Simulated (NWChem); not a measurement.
# C2H6OSi (SMILES C=C[SiH2]O) at 3 levels

Aim: a comparison of 3 runs (HF/pcseg-1, BP86/6-31G*, PBE0/pcseg-1) of C2H6OSi. 

Program for the calculation: NWChem 7.3.0.

## Step 1: The molecule

The species is C2H6OSi (10 atoms), meant as a singlet with charge 0. SMILES: `C=C[SiH2]O`. Geometry: relaxed at PBE0-D4/def2-TZVP. This is one conformer, not always the lowest.

Bond lengths: C1–C2 1.330 Å, C2–Si3 1.857 Å, Si3–O4 1.649 Å, C1–H5 1.087 Å, C1–H6 1.086 Å, C2–H7 1.090 Å, Si3–H8 1.491 Å, Si3–H9 1.484 Å, O4–H10 0.958 Å. Some angles: C1–C2–Si3 122.9°, C2–Si3–O4 111.4°, C1–C2–H7 118.3°, Si3–C2–H7 118.9°, C2–C1–H5 121.4°, C2–C1–H6 122.4°, C2–Si3–H8 108.7°, C2–Si3–H9 111.0°, O4–Si3–H8 111.1°, O4–Si3–H9 105.7°.

## Step 2: Energy and forces at HF/pcseg-1 (run 1)

run.py reads:

```python
from ase import Atoms
from ase.calculators.nwchem import NWChem

system = Atoms(['C', 'C', 'Si', 'O', 'H', 'H', 'H', 'H', 'H', 'H'], positions=[
    [0.469400, 1.339200, -0.818800],
    [0.221400, 0.866200, 0.399700],
    [-0.462400, -0.834200, 0.700700],
    [-0.544600, -1.704600, -0.697700],
    [0.269300, 0.747200, -1.707800],
    [0.873500, 2.333700, -0.985800],
    [0.435100, 1.506700, 1.255300],
    [0.393300, -1.520900, 1.710800],
    [-1.852500, -0.765700, 1.214600],
    [0.280700, -2.019000, -1.068100],
])

calc = NWChem(
    label='run',
    theory='scf',
    memory='2200 mb',
    basis='pcseg-1',
    basispar='spherical bse',
    scf={'nopen': '0', 'rhf': None, 'thresh': '1e-08', 'maxiter': '80'},
)
system.calc = calc

forces = system.get_forces()
e = system.get_potential_energy()
print(f"E = {e:.6f} eV")
print("forces (eV/A):")
for s, f in zip(system.symbols, forces):
    print(f"{s:2s} {f[0]:10.5f} {f[1]:10.5f} {f[2]:10.5f}")
print("dipole (e A):", system.get_dipole_moment().round(4))
```

The run is started by

```console
$ export ASE_NWCHEM_COMMAND="nwchem PREFIX.nwi > PREFIX.nwo"
$ python run.py
```

What it wrote:

```text
E = -12054.102080 eV
forces (eV/A):
C    -0.02684   -0.02227    0.14403
C     0.24004    0.45678   -0.33167
Si   -0.40839   -0.22698    0.63074
O     0.79416   -0.30622   -0.42218
H     0.06150    0.17669    0.19180
H    -0.09025   -0.21165    0.03630
H    -0.03785   -0.12357   -0.19705
H    -0.10804    0.08551   -0.18409
H     0.22369    0.00684   -0.04607
H    -0.64797    0.16476    0.17818
dipole (e A): [ 0.3679  0.1234 -0.0333]
```

The calculator wrote run.nwi:

```
title "run"

permanent_dir run

scratch_dir run

start run

geometry units angstrom nocenter noautosym noautoz
  C  4.6939999999999998e-01 1.3391999999999999e+00 -8.1879999999999997e-01
  C  2.2140000000000001e-01 8.6619999999999997e-01 3.9970000000000000e-01
  Si -4.6239999999999998e-01 -8.3420000000000005e-01 7.0069999999999999e-01
  O  -5.4459999999999997e-01 -1.7045999999999999e+00 -6.9769999999999999e-01
  H  2.6929999999999998e-01 7.4719999999999998e-01 -1.7078000000000000e+00
  H  8.7350000000000005e-01 2.3336999999999999e+00 -9.8580000000000001e-01
  H  4.3509999999999999e-01 1.5066999999999999e+00 1.2553000000000001e+00
  H  3.9329999999999998e-01 -1.5208999999999999e+00 1.7108000000000001e+00
  H  -1.8525000000000000e+00 -7.6570000000000005e-01 1.2145999999999999e+00
  H  2.8070000000000001e-01 -2.0190000000000001e+00 -1.0681000000000000e+00
end

memory 2200 mb

basis spherical bse noprint
   * library pcseg-1
end

scf
  nopen 0
  rhf
  thresh 1e-08
  maxiter 80
end

task scf gradient
```

run.nwo:

```text
Northwest Computational Chemistry Package (NWChem) 7.3.0
             --------------------------------------------------------

           Job information
           ---------------

    nwchem branch   = 7.3.0
    use scalapack   = T
    input           = run.nwi
    prefix          = run.
    data base       = run/run.db
    status          = startup
    nproc           =        1

           Memory information
           ------------------

[... 5 lines left out ...]
    hardfail = no
[... 136 lines left out ...]
         Quadratically convergent ROHF
[... 15 lines left out ...]
       Final RHF  results
[... 4 lines left out ...]
      Two-electron energy =    325.568940415901
[... 39 lines left out ...]
                       ROHF Final Molecular Orbital Analysis
[... 251 lines left out ...]
                 ----------------------------------------
                 |  Time  |  1-e(secs)   |  2-e(secs)   |
                 ----------------------------------------
                 |  CPU   |       0.01   |       2.94   |
                 ----------------------------------------
                 |  WALL  |       0.01   |       2.94   |
                 ----------------------------------------

 Task  times  cpu:       17.5s     wall:       17.5s
 Total times  cpu:       17.5s     wall:       17.5s
```

Wall time 19 s (1 thread of Intel Xeon Platinum 8488C (Sapphire Rapids), shared host); peak memory 0.099 GiB.

## Step 3: Energy and gradient at BP86/6-31G(d) (spherical functions) (run 2)

geom.xyz reads:

```xyz
10

C      0.469400     1.339200    -0.818800
C      0.221400     0.866200     0.399700
Si    -0.462400    -0.834200     0.700700
O     -0.544600    -1.704600    -0.697700
H      0.269300     0.747200    -1.707800
H      0.873500     2.333700    -0.985800
H      0.435100     1.506700     1.255300
H      0.393300    -1.520900     1.710800
H     -1.852500    -0.765700     1.214600
H      0.280700    -2.019000    -1.068100
```

geom.nw reads:

```
start geom
memory total 2200 mb
geometry units angstrom noautosym nocenter noautoz
load geom.xyz
end
basis spherical bse
* library 6-31G*
end
dft
xc becke88 perdew86
grid xfine
convergence energy 1e-08
maxiter 100
mulliken
end
task dft gradient
```

The run is started by

```console
$ nwchem geom.nw > geom.out
```

What it wrote:

```text
[...]
          Wavefunction type:  closed shell.
          No. of atoms     :    10
          No. of electrons :    40
[...]
          Charge           :     0
          Spin multiplicity:     1
[...]
          AO basis - number of functions:    72
[...]
              XC Information
              --------------
                    Becke 1988 Exchange Functional  1.000
                Perdew 1981 Correlation Functional  1.000 local
                Perdew 1986 Correlation Functional  1.000 non-local
[...]
 d= 0,ls=0.0,diis     1   -444.4722746063 -6.05D+02  1.84D-02  6.23D-01     3.5
[...]
 d= 0,ls=0.0,diis    11   -444.5385266288 -6.61D-09  4.92D-07  2.76D-09    32.8
         Total DFT energy =     -444.538526628840
      One electron energy =     -929.607528548606
           Coulomb energy =      367.445042806970
    Exchange-Corr. energy =      -42.663878867092
 Nuclear repulsion energy =      160.287837979888
[...]
      Total Density - Mulliken Population Analysis
     ---------------------------------------------
    Atom       Charge   Shell Charges
 -----------   ------   -------------------------------------------------------
    1 C    6     6.33   2.00  0.69  2.04  0.59  0.98  0.03
    2 C    6     6.26   2.00  0.69  2.05  0.59  0.92  0.02
    3 Si  14    13.45   2.00  2.00  5.96  0.96  1.80  0.19  0.30  0.25
    4 O    8     8.68   2.00  0.90  2.94  0.94  1.89  0.02
    5 H    1     0.84   0.53  0.32
    6 H    1     0.85   0.53  0.32
    7 H    1     0.84   0.52  0.32
    8 H    1     1.09   0.51  0.59
    9 H    1     1.07   0.51  0.56
   10 H    1     0.58   0.48  0.10
[...]
  wavefunction    = closed shell
[...]
```

Run time: 41 s. Hardware: 1 thread of Intel Xeon Platinum 8488C (Sapphire Rapids), shared host; peak memory 0.14 GiB.

## Step 4: Energy and gradient at PBE0/pcseg-1 (run 3)

run.py: that of step 2 with these lines changed.

```diff
@@ -3,3 +3,3 @@
 
-system = Atoms(['C', 'C', 'Si', 'O', 'H', 'H', 'H', 'H', 'H', 'H'], positions=[
+system = Atoms('CCSiOHHHHHH', positions=[
     [0.469400, 1.339200, -0.818800],
@@ -17,4 +17,4 @@
 calc = NWChem(
-    label='run',
-    theory='scf',
+    label='geom',
+    theory='dft',
     memory='2200 mb',
@@ -22,3 +22,3 @@
     basispar='spherical bse',
-    scf={'nopen': '0', 'rhf': None, 'thresh': '1e-08', 'maxiter': '80'},
+    dft={'xc': 'pbe0', 'mult': '1', 'grid': 'fine', 'convergence': 'energy 1e-08', 'iterations': '100', 'mulliken': None},
 )
@@ -27,4 +27,3 @@
 forces = system.get_forces()
-e = system.get_potential_energy()
-print(f"E = {e:.6f} eV")
+print("Total energy (eV):", round(system.get_potential_energy(), 6))
 print("forces (eV/A):")
```

The run is started by

```console
$ export ASE_NWCHEM_COMMAND="nwchem PREFIX.nwi > PREFIX.nwo"
$ python run.py
```

What it wrote:

```text
Total energy (eV): -12087.321346
forces (eV/A):
C     0.02021    0.04350   -0.07749
C    -0.01306   -0.05579    0.05518
Si   -0.06783    0.15571    0.52157
O    -0.24683   -0.20759   -0.42912
H    -0.03435   -0.10937   -0.17098
H     0.07533    0.18995   -0.02772
H     0.03553    0.10331    0.15087
H     0.07410   -0.03168    0.07816
H    -0.08479    0.01502    0.03214
H     0.24168   -0.10310   -0.13262
dipole (e A): [ 0.3375  0.0958 -0.0358]
```

The calculator wrote geom.nwi:

```
title "geom"

permanent_dir geom

scratch_dir geom

start geom

geometry units angstrom nocenter noautosym noautoz
  C  4.6939999999999998e-01 1.3391999999999999e+00 -8.1879999999999997e-01
  C  2.2140000000000001e-01 8.6619999999999997e-01 3.9970000000000000e-01
  Si -4.6239999999999998e-01 -8.3420000000000005e-01 7.0069999999999999e-01
  O  -5.4459999999999997e-01 -1.7045999999999999e+00 -6.9769999999999999e-01
  H  2.6929999999999998e-01 7.4719999999999998e-01 -1.7078000000000000e+00
  H  8.7350000000000005e-01 2.3336999999999999e+00 -9.8580000000000001e-01
  H  4.3509999999999999e-01 1.5066999999999999e+00 1.2553000000000001e+00
  H  3.9329999999999998e-01 -1.5208999999999999e+00 1.7108000000000001e+00
  H  -1.8525000000000000e+00 -7.6570000000000005e-01 1.2145999999999999e+00
  H  2.8070000000000001e-01 -2.0190000000000001e+00 -1.0681000000000000e+00
end

memory 2200 mb

basis spherical bse noprint
   * library pcseg-1
end

dft
  xc pbe0
  mult 1
  grid fine
  convergence energy 1e-08
  iterations 100
  mulliken
end

task dft gradient
```

geom.nwo:

```text
Northwest Computational Chemistry Package (NWChem) 7.3.0
             --------------------------------------------------------

           Job information
           ---------------

    nwchem branch   = 7.3.0
    use scalapack   = T
    input           = geom.nwi
    prefix          = geom.
    data base       = geom/geom.db
    status          = startup
    nproc           =        1

           Memory information
           ------------------

[... 5 lines left out ...]
    hardfail = no
[... 107 lines left out ...]
  convergence criterion.
[... 42 lines left out ...]
          Spatial weights used:  Erf1
[... 32 lines left out ...]
 1-e energy   =    -924.993637
[... 43 lines left out ...]
           Coulomb energy =      367.188652701703
[... 700 lines left out ...]
          Convergence on density requested:  1.00D-05
[... 28 lines left out ...]
          total energy or number of iterations.
[... 36 lines left out ...]
                 ----------------------------------------
                 |  Time  |  1-e(secs)   |  2-e(secs)   |
                 ----------------------------------------
                 |  CPU   |       0.01   |       2.76   |
                 ----------------------------------------
                 |  WALL  |       0.01   |       2.76   |
                 ----------------------------------------

 Task  times  cpu:       21.7s     wall:       21.7s
 Total times  cpu:       21.7s     wall:       21.7s
```

It took 23 s on 1 thread of Intel Xeon Platinum 8488C (Sapphire Rapids), shared host; peak memory 0.12 GiB.

## Step 5: All runs side by side

```csv
run,level,iteration cap,module,energy (Eh),dipole moment (D),HOMO energy (eV),LUMO energy (eV),wall time
1,HF/pcseg-1,80,scf,-442.980084,1.87,-10.40,3.28,19 s
2,BP86/6-31G* (spherical functions),100,dft,-444.538527,1.69,-6.60,-1.08,41 s
3,PBE0/pcseg-1,100,dft,-444.200870,1.69,-7.98,-0.41,23 s
```

## Step 6: What came out

| quantity | value |
| --- | --- |
| run 3: total energy | -444.20087 Eh |
| run 3: dipole moment | 1.69 D |
| run 3: HOMO energy | -7.98 eV |
| run 3: LUMO energy | -0.41 eV |
| run 3: HOMO–LUMO gap | 7.58 eV |
| run 3: largest force on an atom | 0.549 eV/Å |

In words: The dipole moment (its size) runs from 1.69 D (BP86/6-31G*) to 1.87 D (HF/pcseg-1). The two ends differ in method and basis. The HOMO–LUMO gap runs from 5.53 eV (BP86/6-31G*) to 13.68 eV (HF/pcseg-1). Totals of different functionals can't be ranked against each other. All runs together took 82 s, the longest 41 s.
